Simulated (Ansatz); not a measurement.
# LaTiH3: the cost of one run

Method: DFT PBE, scalar-relativistic, plane waves, PAW, in Ansatz 0.2.0.

## 1. The system as given

It takes space group P4/mmm (No. 123, tetragonal). The conventional cell has a = 4.322 Å, b = 4.322 Å, c = 3.848 Å, α = 90.00°, β = 90.00°, γ = 90.00°. Around La (site symmetry 4/mmm) lie 2 H at 1.92 Å. Ti (site symmetry 4/mmm) has 8 H at 2.89 Å and 4 La at 3.06 Å as nearest neighbours. Around H (site symmetry mmm) lie 2 H at 2.16 Å and 4 La at 2.89 Å and 4 Ti at 2.89 Å. Around H (site symmetry 4/mmm) lie 2 La at 1.92 Å.

Coordinates:

```cif
data_structure
_symmetry_space_group_name_H-M 'P 1'
_symmetry_Int_Tables_number 1
_cell_length_a 4.3221
_cell_length_b 4.3221
_cell_length_c 3.8478
_cell_angle_alpha 90.000
_cell_angle_beta 90.000
_cell_angle_gamma 90.000
_cell_volume 71.88
loop_
_atom_site_label
_atom_site_type_symbol
_atom_site_fract_x
_atom_site_fract_y
_atom_site_fract_z
_atom_site_occupancy
La1 La 0.00000 0.00000 0.00000 1
Ti1 Ti 0.50000 0.50000 0.00000 1
H1 H 0.00000 0.50000 0.50000 1
H2 H 0.50000 0.00000 0.50000 1
H3 H 0.00000 0.00000 0.50000 1
```

It is the end of an earlier relaxation with the same method, from a generated guess; it needn't be the stable form of this composition. At a tolerance of 0.05 Å it has space group P4/mmm (No. 123); it has 14.38 Å³/atom, an uncorrected energy of +0.73 eV/atom over the elements.

## 2. Static run: bands, density of states and charges

input.yaml

```yaml
crystal:
  lattice:
    - [4.3220714381, 0.0, 0.0]
    - [0.0, 4.3220714381, 0.0]
    - [0.0, 0.0, 3.8478287674]
  atoms:
    - { symbol: La, position: [0.0, 0.0, 0.0] }
    - { symbol: Ti, position: [0.5, 0.5, 0.0] }
    - { symbol: H, position: [0.0, 0.5, 0.5] }
    - { symbol: H, position: [0.5, 0.0, 0.5] }
    - { symbol: H, position: [0.0, 0.0, 0.5] }
basis:
  ecutwfc: 420
kpoints:
  mp_grid: { grid: [10, 10, 10] }
  band_path:
    path:
      - [[0.0, 0.0, 0.0], [0.0, 0.5, 0.0], [0.5, 0.5, 0.0], [0.0, 0.0, 0.0], [0.0, 0.0, 0.5], [0.0, 0.5, 0.5], [0.5, 0.5, 0.5], [0.0, 0.0, 0.5]]
      - [[0.0, 0.5, 0.0], [0.0, 0.5, 0.5]]
      - [[0.5, 0.5, 0.0], [0.5, 0.5, 0.5]]
    npoints: 14
hamiltonian:
  xc: pbe
scf:
  occupations: { method: gaussian, width: 0.1 }
  n_extra_bands: 12
output:
  forces: true
  stress: true
  eigenvalues: true
  populations: true
  dos: { projected: true, de: 0.02, nscf_kmesh: { grid: [12, 12, 12] } }
  bader: true
```

Command:

```
ansatz run input.yaml --threads 1 --pin off --max-ram 2048MiB --backend cpu --events-out ev --progress --plain --runs-dir out
```

**Question.** How long does this run take on 1 thread of Intel Xeon Platinum 8559C (Emerald Rapids), shared host, and how much memory does it need?

About 44 s, with a peak of 0.63 GiB.
